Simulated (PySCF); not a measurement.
# [Eu(H2O)]2+: other functionals and bases at one geometry

The task here is to estimate one member of a computed series from the others.

Program: PySCF 2.14.0. Level of theory: several levels, as the steps say, no spin–orbit coupling. These are calculated values, not measurements.

1 further run of the same task is left out (for a known fault of the program).

### The starting structure

4 atoms, charge 2, spin multiplicity 1.

Bond lengths: Eu1–O2 2.425 Å, O2–H3 0.977 Å, O2–H4 0.977 Å. Angles: Eu1–O2–H3 128.3°, Eu1–O2–H4 128.3°, H3–O2–H4 103.3°.

Coordinates:

```xyz
4
charge 2, multiplicity 1
Eu    0.00000    0.00000   -0.12848
O     0.00000    0.00000    2.29641
H     0.76595    0.00000    2.90223
H    -0.76595    0.00000    2.90223
```

Formal oxidation states: Eu +2. Each metal's 7 4f electrons lie in its core potential, so multiplicities, spins and levels count the valence alone. An earlier session relaxed this geometry at PBE0, Eu lcecp-0-SVP with ECP53, O def2-SVP, H def2-SVP (singlet, point group C2v).

At PBE0 on the finer grid: E = -105.090688 Eh, frontier levels not given, since the 4f levels lie in the core, Mulliken charge on Eu1 +1.78 e, largest force component 0.003 eV/Å. 

Levels to run: B3LYP; HF; PBE0, TZVP. Hardware: 2 threads of AMD EPYC 7R43 (Zen 3), shared host.

The first run:

Input file run.py (the lines that set the calculation):

```python
mol = gto.M(atom='''
Eu     0.00000     0.00000    -0.12848
O      0.00000     0.00000     2.29641
H      0.76595     0.00000     2.90223
H     -0.76595     0.00000     2.90223''',
    basis={'Eu': 'lcecp-0-SVP', 'O': 'def2-SVP', 'H': 'def2-SVP'},
    ecp={'Eu': 'lcecp-0-SVP'},
    charge=2, spin=0)
mf = dft.RKS(mol, xc='B3LYP')
mf.grids.atom_grid = (75, 302)  # f atoms: unpruned, at least (60, 302)
mf = mf.density_fit()  # fitting sets: Eu AutoAux, O def2-universal-JKFIT, H def2-universal-JKFIT
mf.conv_tol = 1e-08; mf.max_cycle = 55
mf.kernel(dm0)  # dm0: the density of the relaxed state
```

Started as:

```console
> OMP_NUM_THREADS=2 python run.py
```

Among the steps run: B3LYP; HF; PBE0, TZVP.

One of the session's tables, all rows but one given; the rest of the session is left out.

| level | charge on Eu1 (e) | dipole (D) | largest force component (eV/Å) |
| --- | --- | --- | --- |
| PBE0 (relaxed here) | 1.78 | 1.86 | 0.00 |
| B3LYP | ? | ? | ? |
| HF | 1.85 | 1.57 | 1.50 |
| PBE0, TZVP | 1.86 | 1.87 | 0.33 |

**Question.** Estimate the row for B3LYP.

The run gave: charge on Eu1 (e): 1.76; dipole (D): 1.91; largest force component (eV/Å): 0.14. In the column «charge on Eu1 (e)» it is the lowest.

The dipole of a charged species depends on the origin, so these sizes hold for this origin alone.

The largest leftover force, 1.50 eV/Å with HF, stands at a geometry relaxed at another level. With 4f in the core, its levels are missing from HOMO and gap, and its count is fixed, so no charge can pass from the ligands into it. Total energies of different levels can't be compared.
